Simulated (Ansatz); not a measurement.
# C2HClFSn, SMILES C#[C][Sn]([F])[Cl]: a comparison of dispersion corrections

Program: the Python package of Ansatz (0.2.0).

Run as a notebook:

```python
import ansatz as az
```

```python
c2hclfsn = (
    az.Crystal.molecule()
    .atom("C", (0.076, 0.0681, 1.9462))
    .atom("C", (-0.2077, 0.0009, 0.7558))
    .atom("Sn", (-0.638, -0.1837, -1.3026))
    .atom("F", (0.2623, -1.8187, -1.9571))
    .atom("Cl", (0.3186, 1.6446, -2.4558))
    .atom("H", (0.2307, 0.2248, 2.9672))
)
```

```python
base = (
    c2hclfsn.calculation()
    .basis(gaussian="def2-SVP")
    .spin("collinear", total=1)
    .accuracy("medium")
)
for name in ["revpbe", "blyp"]:
    for correction in ("d3bj", "d4"):
        summary = base.functional(name, dispersion=correction).run(threads=1).report
        print(f"{name:8s} {correction:5s} total {summary['free_energy_ev']:.5f} eV, of which dispersion {1000 * summary['dispersion']['energy']['ev']:.2f} meV")
```

    revpbe   d3bj  total -23150.37496 eV, of which dispersion -321.19 meV
    revpbe   d4    total -23150.44661 eV, of which dispersion -392.84 meV
    blyp     d3bj  total -23150.43800 eV, of which dispersion -330.15 meV
    blyp     d4    total -23150.44721 eV, of which dispersion -339.36 meV

Notes:
- The settings weren't tested for convergence.
- The geometry is a force-field or estimated start, not a minimum of this method, and the basis set is short of its limit. D4 holds the three-body term, and d3bj doesn't.
- def2 sets replace the cores of elements past krypton by effective core potentials.
- The run takes the species as open-shell (spin multiplicity 2), which needn't be its ground state.
- Wall time of the script: 17 s on 1 thread of Arm Neoverse V1 (shared host), peak memory 0.21 GiB.
